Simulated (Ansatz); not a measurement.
Crystal: Ta3N.

```xyz
4
Lattice="3.0322 0.0000 0.0000 -1.5161 2.6260 0.0000 0.0000 0.0000 7.5241" Properties=species:S:1:pos:R:3 pbc="T T T"
Ta    1.5161    0.8753    6.2155
Ta    0.0000    1.7507    1.3087
Ta    0.0000    0.0000    3.7621
N     0.0000    0.0000    0.0000
```

The cell comes from a database or a generator and needn't be the stable form of this composition.

```yaml
Program: Ansatz 0.2.0
Task: relaxation of cell and atoms
Functional: LDA
Potentials_or_basis: Ansatz PAW
Cutoff: "420 eV (not typed: the program's choice for these potentials)"
k_mesh: 7 × 7 × 3
Occupations: fermi-dirac, width 0.05 eV
Spin: no spin polarisation
```

At the start: volume 14.98 Å³/atom.

Where does the relaxation end?

It ends after 8 steps and the volume is 14.24 Å³/atom (-4.9 %); space group P-3m1 (No. 164, to 0.05 Å).

The path:
```
step  energy change (eV)  largest force (eV/Å)  volume (Å³)
   1              0.0000                0.6928        59.91
   2             -0.1362                0.3049        57.34
   3             -0.1427                0.1628        57.21
   4             -0.1457                0.0281        56.99
   5             -0.1457                0.0029        56.99
   6             -0.1422                0.0031        56.99
   7             -0.1422                0.0006        56.97
   8             -0.1422                0.0006        56.97
```

Final structure:
```cif
data_structure
_symmetry_space_group_name_H-M 'P 1'
_symmetry_Int_Tables_number 1
_cell_length_a 2.9877
_cell_length_b 2.9877
_cell_length_c 7.3696
_cell_angle_alpha 90.000
_cell_angle_beta 90.000
_cell_angle_gamma 120.000
_cell_volume 56.97
loop_
_atom_site_label
_atom_site_type_symbol
_atom_site_fract_x
_atom_site_fract_y
_atom_site_fract_z
_atom_site_occupancy
Ta1 Ta 0.66667 0.33333 0.82874 1
Ta2 Ta 0.33333 0.66667 0.17126 1
Ta3 Ta 0.00000 0.00000 0.50000 1
N1 N 0.00000 0.00000 0.00000 1
```

Caveat: the plane-wave basis is chosen anew once the cell has moved, so the energies of steps on either side of that aren't comparable; the PAW data sets come from PBE, with cores solved anew for the run's functional, which leaves a small shift of forces and pressure.
